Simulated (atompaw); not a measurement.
# Magnesium: generating and testing a PAW (atompaw) potential

Aim: build the potential from the settings below, then test how well it stands in for the atom: scattering, ghost states and the plane-wave cutoff that it needs.

Method: atompaw 4.2.0.5, PBE, non-relativistic.

**1. Starting point**

The settings as typed:

* element: magnesium (Mg, Z = 12)
* type: PAW
* frozen core: [Ne]
* valence charge: 2
* reference configuration: 3s2 3p0
* partial waves: 3s (bound): rc 2.66 bohr; 3s channel at 4.8 Ry: rc 2.45 bohr; 3p (bound, empty): rc 3.00 bohr; 3p channel at 0.6 Ry: rc 3.00 bohr; 3d channel at 0.4 Ry: rc 3.00 bohr
* local potential: ultrasoft scheme with l = 3 at 0.5 Ry, radius 1.95 bohr
* core correction: smooth core density matched at 1.70 bohr
* augmentation charge: gaussian compensation charge, radius 3.00 bohr; PAW radius 3.00 bohr; waves and projectors: custom rrkj gramschmidtortho

An earlier all-electron run gives the scale for the radii.

All-electron outer shells of the reference configuration (PBE, non-relativistic, ld1.x):

| shell | level (eV) | outermost node (bohr) | outermost maximum (bohr) |
| --- | --- | --- | --- |
| 2s | -79.55 | 0.18 | 0.55 |
| 2p | -46.66 | – | 0.48 |
| 3s | -4.70 | 0.90 | 2.56 |
| 3p | -1.34 | 0.96 | 3.46 |

**2. The generation run**

The input, Mg.input:

```
Mg 12
GGA-PBE loggrid 1500 logderivrange -2 5 176
3 3 0 0 0 0
3 1 0
0 0 0
c
c
v
c
v
2
3.00 3.00 1.95 1.70
y
4.8
n
y
0.6
n
y
0.4
n
custom rrkj gramschmidtortho gaussian
3 0.5 ultrasoft
2.66
2.45
3.00
3.00
3.00
PWSCFOUT
UPFDX 0.0125d0 UPFXMIN -7.d0 UPFZMESH 12.d0
END
```

Started as:

```bash
$ atompaw < Mg.input > Mg.log
```

Q: Predict the outcome of this session. Wanted: cutoffs for 10 and 1 mRy, occupied levels; bound ghosts; largest phase difference near zero energy, channels read; lowest eigenvalue of the overlap; share of valence orbitals outside the PAW sphere; UPF file.

As calculated:

| quantity | value |
| --- | --- |
| cutoffs for 10 and 1 mRy, occupied levels | 6 Ry or less and 6 Ry or less |
| bound ghosts | none found |
| largest phase difference near zero energy, channels read | 0.009 rad |
| lowest eigenvalue of the overlap (Bessel basis) | 0.707 (s) |
| share of valence orbitals outside the PAW sphere | 3s 49 %, 3p 77 % |
| UPF file | written |

What this shows: It counts as soft on the atom at that tolerance, with 6 Ry or less needed at the looser tolerance. No bound ghost shows below the valence levels. Near zero energy the phases of the channels with partial waves agree within 0.009 rad. All of this concerns the isolated atom, not yet a solid.
